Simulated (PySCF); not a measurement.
# C3H5NSSi: the cost of one run

Computed with PySCF 2.14.0, with density-fitted response routines of our own, on a single molecule in the gas phase. Atoms are numbered from 0 throughout.

### Step 1. Starting geometry

11 atoms, charge 0, multiplicity 1; geometry from: GFN2-xTB. The atoms were then displaced at random by about 0.01 Å, so the start is not that level's minimum.

Bonds of the start (Å): N0–C1 1.23, C1–C2 1.44, C2–C3 1.38, C3–Si4 1.84, Si4–S5 2.22, S5–C2 1.79, N0–H6 1.04, C1–H7 1.07, C3–H8 1.08, Si4–H9 1.47, Si4–H10 1.43.

### Step 2. Relaxing the molecule at PBE0-D3(BJ)/def2-SVP

What the job is given:

```
{"job": {"xc": "PBE0", "basis": "def2-SVP", "d3": "d3bj", "grid": 1, "shake": 0.01, "kind": "geom"}, "charge": 0, "multiplicity": 1}
N     -2.551480     0.620220     0.916650
C     -1.765590    -0.238010     0.522910
C     -0.369190    -0.062660     0.220520
C      0.596590    -0.965370    -0.192190
Si     2.051910     0.151500    -0.302050
S      0.446130     1.524660     0.388160
H     -2.145470     1.571000     1.019350
H     -2.125100    -1.239130     0.386370
H      0.355700    -2.003090    -0.351980
H      3.054700     0.045090     0.763150
H      2.489910     0.569950    -1.601630
```

The run is started by

```bash
$ OMP_NUM_THREADS=1 python probes_run.py task.json out
```

One launch serves the whole session: the jobs run in the order shown.

Q: Estimate the wall time and peak memory of this first job on 1 thread of Arm Neoverse V1, shared host.

About 51 s, with a peak of 0.51 GiB.
